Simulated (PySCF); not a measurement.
# F3HSi: the cost of one run

Programs: PySCF 2.14.0, with density-fitted response routines of our own. Each step states its level of theory. These are calculated values for one molecule in the gas phase, unless marked as measured. Atoms are numbered from 0 throughout.

## 1. The molecule as given

5 atoms, charge 0, multiplicity 1; geometry from: GFN2-xTB. The atoms were then displaced at random by about 0.01 Å, so the start is not that level's minimum.

Bonds of the start (Å): F0–Si1 1.55, Si1–F2 1.59, Si1–F3 1.62, Si1–H4 1.42.

## 2. Optimising the geometry at PBE0-D3(BJ)/def2-SVP

The job: settings as JSON, then the geometry in Å.

```
{"job": {"xc": "PBE0", "basis": "def2-SVP", "d3": "d3bj", "grid": 1, "shake": 0.01, "kind": "geom"}, "charge": 0, "multiplicity": 1}
F     -0.424710     1.322090    -0.615810
Si    -0.015700    -0.002520     0.082800
F     -0.840470    -1.139470    -0.660260
F      1.531620    -0.221060    -0.332030
H     -0.217170     0.006980     1.487410
```

Command:

```sh
$ OMP_NUM_THREADS=1 python probes_run.py task.json out
```

This one command runs all jobs of the session in turn.

Q: Estimate the wall time and peak memory of this first job on 1 thread of Arm Neoverse V2, shared host.

About 11 s, with a peak of 0.3 GiB.
